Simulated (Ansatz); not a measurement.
Crystal: CsBa3.

```xyz
4
Lattice="0.0000 5.2213 5.2213 5.2213 0.0000 5.2213 5.2213 5.2213 0.0000" Properties=species:S:1:pos:R:3 pbc="T T T"
Ba    5.2213    5.2213    5.2213
Ba    7.8319    7.8319    7.8319
Ba    2.6106    2.6106    2.6106
Cs    0.0000    0.0000    0.0000
```

The cell comes from a database or a generator and needn't be the stable form of this composition.

```yaml
Program: Ansatz 0.2.0
Task: single point
Functional: PBE
Potentials_or_basis: Ansatz PAW
Cutoff: "420 eV (not typed: the program's choice for these potentials)"
k_mesh: 5 × 5 × 5
Occupations: fermi-dirac, width 0.05 eV
Spin: no spin polarisation
```

On this cell: pressure 0.0 GPa; largest force zero by symmetry; band gap on the k mesh none (metal or under the smearing width).

The same run follows on a disturbed copy (atoms moved at random, drawn with an rms of 0.05 Å):

```xyz
4
Lattice="0.0000 5.2213 5.2213 5.2213 0.0000 5.2213 5.2213 5.2213 0.0000" Properties=species:S:1:pos:R:3 pbc="T T T"
Ba    5.1896    5.2108    5.2129
Ba    7.8441    7.9121    7.8585
Ba    2.5938    2.5988    2.6260
Cs   -0.0363    0.0061    0.0461
```

What changes?

The energy (extrapolated to zero smearing) moves by +1.4 meV/atom; pressure 0.0 GPa; largest force 0.093 eV/Å; band gap on the k mesh none (metal or under the smearing width).

Forces on the atoms (eV/Å):
```
Ba   0.030  0.051  0.037
Ba  -0.044 -0.082 -0.009
Ba  -0.018  0.007  0.001
Cs   0.031  0.024 -0.028
```
